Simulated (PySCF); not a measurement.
**Towards the basis-set limit for CuF−**

What constants does extrapolated CCSD(T) give for CuF−, and what does each step add?

Program: PySCF 2.14.0. Level of theory: CCSD(T) on ROHF, scalar-relativistic core potentials. These are calculated values, not measurements.

2 further runs of the same task are left out: 2 set aside as unsound or not needed.

## Step 1: Set-up

```yaml
molecule: CuF−
state: doublet, unpaired electrons σ ↑
smaller_basis: Cu aug-cc-pVDZ-PP with ECP10, F aug-cc-pVDZ
larger_basis: Cu aug-cc-pVTZ-PP with ECP10, F aug-cc-pVTZ
frozen_core_orbitals: 5
extrapolation: correlation as n⁻³ (n = 2, 3), Hartree–Fock as (n+1)·exp(−9√n)
corrections: none
distances_Å: 1.6242, 1.6981, 1.7719, 1.8457, 1.9195, 2.0118, 2.1041
masses_u: 62.9296, 18.9984
dissociation_limit: Cu + F−
```

Launch:

```console
OMP_NUM_THREADS=4 python comp.py task.json out
```

## Step 2: Coupled cluster at each distance

What does the calculation give? Wanted: for each run, Re; ωe; ωexe; αe; De.

**Answer**, as computed:

```
                   level  Re (Å)  ωe (cm⁻¹)  ωexe (cm⁻¹)  αe (cm⁻¹)  De (eV)
CCSD(T)/aug-cc-pVDZ(-PP)  1.8421      476.9         4.13    0.00392    2.074
CCSD(T)/aug-cc-pVTZ(-PP)  1.8245      490.7         4.56    0.00409    2.106
                  HF/CBS  1.8923      435.5         4.27    0.00393    1.809
                 MP2/CBS  1.8008      492.3         4.67    0.00436    1.967
                CCSD/CBS  1.8321      481.6         4.51    0.00407    2.019
             CCSD(T)/CBS  1.8209      494.1         4.64    0.00413    2.109
```

**Reading.** The last step gives Re = 1.8209 Å, ωe = 494.1 cm⁻¹ and De = 2.109 eV; the smaller basis alone is off from it by +21.2 mÅ and -0.04 eV. Near the minimum the mean field binds by 1.80 eV and correlation adds 0.31 eV of binding. T1 is 0.057, large enough to doubt a single reference. Spin–orbit coupling and excitations beyond (T) are left out.
